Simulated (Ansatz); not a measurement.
**AlGe (quartet): the correlation ladder at distance Ge1–Al2 = 4.594 Å, aug-cc-pVDZ**

Aim: climb from Hartree-Fock through coupled cluster and multireference methods for AlGe (quartet) at one geometry and basis, and see what each rung misses.

The runs use Ansatz 0.2.0, Gaussian basis; aug-cc-pVDZ, core rule «outside noble gas», up to 19 orbitals frozen.

The runs, in order: UHF; CCSD(T) on ROHF; CCSD(T) on UHF; BCCD(T) on ROHF; CISD; CCSDT(Q) on ROHF; CCSDT(Q) on UHF; CISDTQ; CCSDTQ on ROHF; CCSDTQ on UHF; CASSCF and MRCISD+Q, 5 electrons in 5 orbitals; CASSCF and NEVPT2, 5 electrons in 5 orbitals; CASSCF and MRCISD+Q, 7 electrons in 8 orbitals; CASSCF and MRCISD+Q(relaxed), 7 electrons in 8 orbitals; CASSCF and NEVPT2, 7 electrons in 8 orbitals; Full CI.

## 1. The geometry

The geometry derives from a PBE0/def2-TZVP stationary point (not a proven minimum). One bond is set to the value named and the two fragments are kept rigid. No spin-orbit coupling is included. The filled d shell of Ge may be among the frozen orbitals whatever the setting's name suggests; the logs give the count.

2 atoms, charge 0, spin multiplicity 4.

Atoms are counted from 1 here; the program's logs count them from 0.

No contacts short enough for the rule that draws bonds.

## 2. UHF

Contents of in.yaml:

```yaml
crystal:
  periodic: [false, false, false]
  atoms:
    - {symbol: Ge, position_ang: [0.000000, 0.000000, 0.000000]}
    - {symbol: Al, position_ang: [0.000000, 0.000000, 4.594000]}
basis:
  gaussian: {orbitals: aug-cc-pVDZ}
magnetization: {spin_polarized: true, initial_magnetization: 3}
hamiltonian: {xc: hf}
output: {orbitals: {seedname: orbitals}}
```

Started as:

```bash
ansatz run in.yaml --threads 1 --pin off --events-out ev --progress --plain --max-ram 3956MiB --backend cpu
```

After this run come: CCSD(T) on ROHF; CCSD(T) on UHF; BCCD(T) on ROHF; CISD; CCSDT(Q) on ROHF; CCSDT(Q) on UHF; CISDTQ; CCSDTQ on ROHF; CCSDTQ on UHF; CASSCF and MRCISD+Q, 5 electrons in 5 orbitals; CASSCF and NEVPT2, 5 electrons in 5 orbitals; CASSCF and MRCISD+Q, 7 electrons in 8 orbitals; CASSCF and MRCISD+Q(relaxed), 7 electrons in 8 orbitals; CASSCF and NEVPT2, 7 electrons in 8 orbitals; Full CI.

Q: Predict the results of all the runs planned. Wanted: FCI below the RHF energy; RMP2 from FCI; UMP2 from FCI; RCCSD from FCI; RCCSD(T) from FCI; UCCSD(T) from FCI; RCCSDT(Q) from FCI; UCCSDT(Q) from FCI; T1 diagnostic.

As calculated:

| quantity | value |
| --- | --- |
| FCI below the RHF energy | -3.2583 eV |
| RMP2 from FCI | +100.3 kJ/mol |
| UMP2 from FCI | +100.4 kJ/mol |
| RCCSD from FCI | +14.7 kJ/mol |
| RCCSD(T) from FCI | +7.9 kJ/mol |
| UCCSD(T) from FCI | +7.2 kJ/mol |
| RCCSDT(Q) from FCI | +0.7 kJ/mol |
| UCCSDT(Q) from FCI | +0.4 kJ/mol |
| levels within 1 kcal/mol (43 meV) | RCCSDT, UCCSDT, CISDTQ, RCCSDT(Q), UCCSDT(Q), RCCSDTQ, UCCSDTQ |
| T1 diagnostic | 0.028 |
| effectively unpaired electrons | 3.22 |

RCCSD(T) misses by +7.9 kJ/mol, 2.5 % of the correlation energy. UCCSDTQ falls below full CI: unrestricted runs freeze a spin-polarised core, another one than full CI's, and coupled cluster isn't variational. The occupations show some static correlation. These misses are within one basis, not against nature; the frozen cores of restricted and unrestricted runs differ, which can shift their rows.
